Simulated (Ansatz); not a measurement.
**BH₃Br (doublet): wave-function methods side by side at distance Br1–H2 along a hydrogen transfer = 1.469 Å, cc-pVDZ**

The task here is to estimate one member of a computed series from the others.

Method: cc-pVDZ, core rule «outside noble gas», up to 15 orbitals frozen; program: Ansatz 0.2.0, Gaussian basis.

The runs, in order: UHF; CCSD(T) on ROHF; CCSD(T) on UHF; BCCD(T) on ROHF; CISD; CCSDT(Q) on ROHF; CCSDT(Q) on UHF; CASSCF and MRCISD+Q, 3 electrons in 3 orbitals; CASSCF and NEVPT2, 3 electrons in 3 orbitals.

16 further runs of the same task are left out: 9 for a known fault of the program, 1 for a mislabelled method, 6 that didn't finish.

### What is computed

The geometry derives from fragments relaxed apart (PBE0/def2-TZVP) and kept rigid, so it is no stationary point. A hydrogen atom is moved between rigid fragments. No spin-orbit coupling is included. The filled d shell of Br may be among the frozen orbitals whatever the setting's name suggests; the logs give the count.

5 atoms, charge 0, spin multiplicity 2.

Atoms are counted from 1 here; the program's logs count them from 0.

Bond lengths: Br1–H2 1.469 Å, B3–H4 1.191 Å, B3–H5 1.191 Å. Angles: H4–B3–H5 129.4°.

Set-up of the first run:

in.yaml reads:

```yaml
crystal:
  periodic: [false, false, false]
  atoms:
    - {symbol: Br, position_ang: [-0.427674, 0.000000, 0.000000]}
    - {symbol: H, position_ang: [1.041326, 0.000000, 0.000000]}
    - {symbol: B, position_ang: [2.502326, 0.000000, 0.000000]}
    - {symbol: H, position_ang: [3.011399, 0.000000, 1.077008]}
    - {symbol: H, position_ang: [3.011399, 0.000000, -1.077008]}
basis:
  gaussian: {orbitals: cc-pVDZ}
magnetization: {spin_polarized: true, initial_magnetization: 1}
hamiltonian: {xc: hf}
output: {orbitals: {seedname: orbitals}}
```

On the command line:

```console
$ ansatz run in.yaml --threads 1 --pin off --events-out ev --progress --plain --max-ram 2393MiB
```

Among the steps run: UHF; CCSD(T) on ROHF; CCSD(T) on UHF; BCCD(T) on ROHF; CISD; CCSDT(Q) on ROHF; CCSDT(Q) on UHF; CASSCF and MRCISD+Q, 3 electrons in 3 orbitals; CASSCF and NEVPT2, 3 electrons in 3 orbitals.

One table of the session follows, with a row left open; its other results are not shown here.

It belongs to the step «Misses and costs». 

```
       method  from UCCSDT(Q) (kcal/mol)
         ROHF                    +156.73
          UHF                    +152.70
         RMP2                     +24.14
         UMP2                     +25.10
         CISD                     +15.39
        RCCSD                      +3.55
        UCCSD                      +3.43
     RCCSD(T)                      +0.67
     UCCSD(T)                      +0.67
      BCCD(T)                      +0.68
       RCCSDT                      +0.23
       UCCSDT                      +0.21
    RCCSDT(Q)                          ?
    UCCSDT(Q)                          0
  CASSCF pair                    +145.29
  NEVPT2 pair                     +24.41
  MRCISD pair                     +13.51
MRCISD+Q pair                      +0.92
```

Q: Estimate the row for RCCSDT(Q) from the others.

As computed: from UCCSDT(Q) (kcal/mol): +0.02. In the column «from UCCSDT(Q) (kcal/mol)» it lies between UCCSDT(Q) (0) and UCCSDT (+0.21).

To keep in mind: Restricted and unrestricted rows rest on different reference determinants; where their highest levels disagree by more than a few hundredths of an eV, they describe different states and don't form one ladder.
